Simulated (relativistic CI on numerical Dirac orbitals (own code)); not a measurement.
**Cr³⁺: one ion under different settings**

Aim: see what numerical and physical settings do to the SCF, the total energy and the lowest levels of Cr³⁺.

Program: relativistic CI on numerical Dirac orbitals (own code) version 3. Level of theory: Dirac-Coulomb-Breit CI, KLI orbitals optimised for each configuration, model QED (radiative potential, 1s self-energy scaled to tabulated hydrogen-like ionisation energies), numerical settings as typed. These are calculated values, not measurements, unless marked.

## (1) What is computed

| Item | Value |
| --- | --- |
| ion | Cr³⁺ (Cr IV) |
| nuclear charge | 24 |
| electrons | 21 |
| isotope | A = 52 |

## (2) Usual settings

Settings of the run:

```ini
atom Cr  Z=24  charge=3  electrons=21
nucleus A=52  rms_radius_fm=3.6452
hamiltonian dirac-coulomb  breit=on  qed=on  c_scale=1
orbitals kli  potential=per-configuration
slater_scale 1
correlation none
mixing on
grid step=0.0125 r_max=25.7
scf mixing=0.4 start=green max_iterations=150 tolerance=2e-08 node_fill=0.05
configurations
  [Ar] 3d3
end
```

Command:

```bash
$ python run_levels.py task.json out
```

One command runs all members of the session, one after another, from task.json.

## (3) Breit term off, QED terms off, grid step 0.03

Settings of the run:

```ini
atom Cr  Z=24  charge=3  electrons=21
nucleus A=52  rms_radius_fm=3.6452
hamiltonian dirac-coulomb  breit=off  qed=off  c_scale=1
orbitals kli  potential=per-configuration
slater_scale 1
correlation none
mixing on
grid step=0.03 r_max=25.7
scf mixing=0.4 start=green max_iterations=150 tolerance=2e-08 node_fill=0.05
configurations
  [Ar] 3d3
end
```

## (4) End of the grid 77.1

Settings of the run:

```ini
atom Cr  Z=24  charge=3  electrons=21
nucleus A=52  rms_radius_fm=3.6452
hamiltonian dirac-coulomb  breit=on  qed=on  c_scale=1
orbitals kli  potential=per-configuration
slater_scale 1
correlation none
mixing on
grid step=0.0125 r_max=77.1
scf mixing=0.4 start=green max_iterations=150 tolerance=2e-08 node_fill=0.05
configurations
  [Ar] 3d3
end
```

## (5) Potential mixing 0.1, nuclear radius 4.0097

Settings of the run:

```ini
atom Cr  Z=24  charge=3  electrons=21
nucleus A=52  rms_radius_fm=4.0097
hamiltonian dirac-coulomb  breit=on  qed=on  c_scale=1
orbitals kli  potential=per-configuration
slater_scale 1
correlation none
mixing on
grid step=0.0125 r_max=25.7
scf mixing=0.1 start=green max_iterations=150 tolerance=2e-08 node_fill=0.05
configurations
  [Ar] 3d3
end
```

## (6) Breit term off

Settings of the run:

```ini
atom Cr  Z=24  charge=3  electrons=21
nucleus A=52  rms_radius_fm=3.6452
hamiltonian dirac-coulomb  breit=off  qed=on  c_scale=1
orbitals kli  potential=per-configuration
slater_scale 1
correlation none
mixing on
grid step=0.0125 r_max=25.7
scf mixing=0.4 start=green max_iterations=150 tolerance=2e-08 node_fill=0.05
configurations
  [Ar] 3d3
end
```

## (7) Tolerance 0.05

Settings of the run:

```ini
atom Cr  Z=24  charge=3  electrons=21
nucleus A=52  rms_radius_fm=3.6452
hamiltonian dirac-coulomb  breit=on  qed=on  c_scale=1
orbitals kli  potential=per-configuration
slater_scale 1
correlation none
mixing on
grid step=0.0125 r_max=25.7
scf mixing=0.4 start=green max_iterations=78 tolerance=0.05 node_fill=0.05
configurations
  [Ar] 3d3
end
```

(Steps that only read results are left out.)

Q: Predict the outcome of this session. Wanted: lowest level, usual settings; total energy; first excitation.

The runs gave:

| setting | total energy less usual (Ha) | largest shift of a level among the lowest eight of both runs, same label and place (cm⁻¹) | SCF iterations | time | lowest level | kind of change |
| --- | --- | --- | --- | --- | --- | --- |
| usual | 0 | 0 | 11 | 0.098 s | 3d3 4F3/2 | - |
| Breit term off, QED terms off, grid step 0.03 | -0.594 | 171 | 11 | 0.031 s | 3d3 4F3/2 | model term |
| end of the grid 77.1 | 0 | 0 | 11 | 0.091 s | 3d3 4F3/2 | numerical |
| potential mixing 0.1, nuclear radius 4.0097 | 0.000536 | 0 | 13 | 0.094 s | 3d3 4F3/2 | unphysical constant |
| Breit term off | -0.357 | 175 | 11 | 0.079 s | 3d3 4F3/2 | model term |
| tolerance 0.05 | -0.000354 | 97.5 | 5 | 0.071 s | 3d3 4F3/2 | unsound |

| quantity | value |
| --- | --- |
| lowest level, usual settings | 3d3 4F3/2 |
| total energy | -1047.3383 Ha |
| first excitation | 222.8 cm⁻¹ |

In words: Among the runs whose levels can be followed, they move most under «Breit term off» (model term), by up to 175 cm⁻¹. No visible change in the result comes from «end of the grid 77.1». Only the listed configurations are in the model. In a near-neutral ion this small CI can misplace whole configurations by 10,000 cm⁻¹ or more.
